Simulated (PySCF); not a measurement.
# KH: bond curves at several levels of theory

One table from this session's results is given with a row withheld; the runs are named, their logs left out.

Program: PySCF 2.14.0. Level of theory: K 3-21G, H 3-21G, no relativity. These are calculated values, not measurements.

The first run:

The job is set up so:

```
atoms                         : K, H
charge                        : 0
basis                         : K 3-21G, H 3-21G
Hamiltonian                   : no relativity
basis functions               : 19
electrons treated             : 20
masses in u                   : 38.9637, 1.0078
levels                        : PBE0, PBE, r²SCAN, r²SCANh, LDA, BP86, HF, MP2, SCS-MP2, CCSD, CCSD(T)
grid                          : 80 radial by 434 angular points
occupations                   : held fixed by the projection of orbital angular momentum
dissociation limit            : K + H, each in its ground configuration
starting distance in angstrom : 2.265
values of 2S to try           : 0, 2
```

The run is started by

```bash
$ OMP_NUM_THREADS=1 python dia.py task.json out
```

Steps of the session up to this table: The job; First curve: PBE0; Excited determinants; PBE; r²SCAN; r²SCANh (hybrid meta-GGA); LDA; BP86; RHF (mean field); Correlated methods on the Hartree–Fock reference.

One table of the session follows, with a row left open; its other results are not shown here.

It belongs to the step «Constants by level of theory». Differences from the measured constants:

| level | Re (mÅ) | ωe (%) |
| --- | --- | --- |
| RHF | +118 | -1.7 |
| RHF-MP2 | +139 | -6.9 |
| RHF-SCS-MP2 | +143 | -8.0 |
| RHF-CCSD | +175 | -15.1 |
| RHF-CCSD(T) | +175 | -15.2 |
| LDA | +62 | -6.5 |
| PBE | +95 | -9.1 |
| BP86 | +99 | -9.0 |
| r²SCAN | +113 | -7.2 |
| r²SCANh | ? | ? |
| PBE0 | +83 | -5.3 |

Estimate the missing values for r²SCANh.

**Answer.** Re (mÅ): +106; ωe (%): -6.0. In the column «Re (mÅ)» it lies between BP86 (+99) and r²SCAN (+113).
